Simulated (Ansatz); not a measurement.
# Sb: response to strain

Aim: deform Sb (equal xx and yy strain of +2 %) and compute stress, forces and field gradients with LAPW, PAW and all-electron datasets made for the crystal.

Program: Ansatz 0.2.0. Level of theory: DFT PBEsol, scalar-relativistic. These are calculated values, not measurements.

## 1. The structure to begin with

Symmetry: Fm-3m, No. 225, cubic system. Conventional cell: a = 4.610 Å, b = 4.610 Å, c = 4.610 Å, α = 90.00°, β = 90.00°, γ = 90.00°. Sb (site symmetry m-3m) has 12 Sb at 3.26 Å as nearest neighbours.

Structure file:

```cif
data_structure
_symmetry_space_group_name_H-M 'Fm-3m'
_symmetry_Int_Tables_number 225
_cell_length_a 4.6100
_cell_length_b 4.6100
_cell_length_c 4.6100
_cell_angle_alpha 90.000
_cell_angle_beta 90.000
_cell_angle_gamma 90.000
_cell_volume 97.97
loop_
_atom_site_label
_atom_site_type_symbol
_atom_site_symmetry_multiplicity
_atom_site_Wyckoff_symbol
_atom_site_fract_x
_atom_site_fract_y
_atom_site_fract_z
_atom_site_occupancy
Sb1 Sb 4 a 0.00000 0.00000 0.00000 1
```

The file gives the conventional cell by its symmetry; the runs use the cell typed in the input.

## 2. After the deformation

Space group Fm-3m before, I4/mmm after.

## 3. All-electron LAPW

input.yaml

```yaml
crystal:
  lattice:
    - [0.0, 2.3511, 2.305]
    - [2.3511, 0.0, 2.305]
    - [2.3511, 2.3511, 0.0]
  atoms:
    - { symbol: Sb, position: [0.0, 0.0, 0.0] }
kpoints:
  mp_grid: { grid: [12, 12, 12] }
  band_path:
    path:
      - [0.0, 0.0, 0.0]
      - [0.0, 0.5, 0.5]
      - [0.25, 0.75, 0.5]
      - [0.0, 0.5, 0.0]
      - [0.0, 0.0, 0.0]
      - [0.5, 0.5, 0.0]
      - [0.38005, 0.61995, 0.0]
      - [-0.38005, 0.38005, 0.0]
      - [0.0, 0.0, 0.0]
    npoints: 5
scf:
  occupations: { method: fermi_dirac, width: 0.05 }
hamiltonian:
  xc: pbesol
  pseudopotentials: { kind: all_electron, lapw: { basis_error: 0.001 } }
output:
  forces: true
  stress: true
  eigenvalues: true
```

The run is started by

```
$ ansatz run input.yaml --threads 1 --pin off --max-ram 3072MiB --backend cpu --events-out ev --progress --plain --runs-dir out
```

## 4. PAW with frozen cores

input.yaml

```yaml
crystal:
  lattice:
    - [0.0, 2.3511, 2.305]
    - [2.3511, 0.0, 2.305]
    - [2.3511, 2.3511, 0.0]
  atoms:
    - { symbol: Sb, position: [0.0, 0.0, 0.0] }
kpoints:
  mp_grid: { grid: [12, 12, 12] }
scf:
  occupations: { method: fermi_dirac, width: 0.05 }
hamiltonian:
  xc: pbesol
  pseudopotentials: { kind: paw }
output:
  forces: true
  stress: true
  eigenvalues: true
  efg: { contact_densities: true }
```

## 5. Datasets made for this crystal

Edit input.yaml of step 4 so:

```diff
@@ -13,3 +13,3 @@
   xc: pbesol
-  pseudopotentials: { kind: paw }
+  pseudopotentials: { kind: all_electron, datasets: crystal }
 output:
```

(Steps that only read results are left out.)

Q: Predict the outcome of this session. Wanted: pressure; largest shear or deviatoric stress.

The runs gave:

```
                                 quantity                                           value
                                 pressure  LAPW 2.11, PAW 2.09, crystal datasets 2.10 GPa
largest shear or deviatoric stress (LAPW)                                        0.37 GPa
```

**Reading.** The largest part of the stress beyond the pressure is 0.37 GPa in size, in the zz component. No run of the undeformed cell stands beside it, so the pressure holds what the given cell had before the change. PAW: stress within 0.01 GPa of LAPW. Crystal datasets: stress within 0.01 GPa of LAPW. Spin-orbit coupling is left out, though the cell holds Sb; in elements this heavy it can shift bands and gaps by tenths of an eV.
